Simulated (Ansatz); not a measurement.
# HfTeO4: the cost of one run

Method: DFT PBE, scalar-relativistic, plane waves, PAW, in Ansatz 0.2.0.

### 1 The system as given

The structure is hexagonal, space group P6/mmm (No. 191). The conventional cell has a = 3.511 Å, b = 3.511 Å, c = 8.253 Å, α = 90.00°, β = 90.00°, γ = 120.00°. Hf (site symmetry 6/mmm) has 8 O at 1.62 to 2.03 Å as nearest neighbours. Te (site symmetry 6/mmm) has 2 O at 2.51 Å as nearest neighbours. Around O (site symmetry -6m2) lie 3 Hf at 2.03 Å and 3 O at 2.03 Å. O (site symmetry 6mm) is surrounded by 1 Hf at 1.62 Å.

Structure file:

```
CELL_PARAMETERS angstrom
3.51138 0.00000 0.00000
-1.75569 3.04095 0.00000
0.00000 0.00000 8.25325
ATOMIC_POSITIONS crystal
Hf 0.00000 0.00000 0.50000
Te 0.00000 0.00000 0.00000
O 0.33333 0.66667 0.50000
O 0.66667 0.33333 0.50000
O 0.00000 0.00000 0.30411
O 0.00000 0.00000 0.69589
```

The cell is invented: random cell by space group and Wyckoff sites (P6/mmm, No. 191). Lengths come from tabulated atomic sizes and are only a guess.

### 2 Probe: one point on a coarse mesh

Input file input.yaml:

```yaml
crystal:
  lattice:
    - [3.51138146, 0.0, 0.0]
    - [-1.75569073, 3.04094555, 0.0]
    - [0.0, 0.0, 8.25324706]
  atoms:
    - { symbol: Hf, position: [0.0, 0.0, 0.5] }
    - { symbol: Te, position: [0.0, 0.0, 0.0] }
    - { symbol: O, position: [0.33333333, 0.66666667, 0.5] }
    - { symbol: O, position: [0.66666667, 0.33333333, 0.5] }
    - { symbol: O, position: [0.0, 0.0, 0.30410598] }
    - { symbol: O, position: [0.0, 0.0, 0.69589402] }
basis:
  ecutwfc: 420
kpoints:
  mp_grid: { grid: [6, 6, 2] }
hamiltonian:
  xc: pbe
scf:
  occupations: { method: gaussian, width: 0.1 }
  lower_state_search: "off"
output:
  forces: true
  stress: true
  eigenvalues: true
```

Command:

```sh
$ ansatz run input.yaml --threads 1 --pin off --max-ram 2048MiB --backend cpu --events-out ev --progress --plain --runs-dir out
```

**Question.** How long does this run take on 1 thread of Arm Neoverse V2, shared host, and how much memory does it need?

About 3.5 s, with a peak of 0.37 GiB.
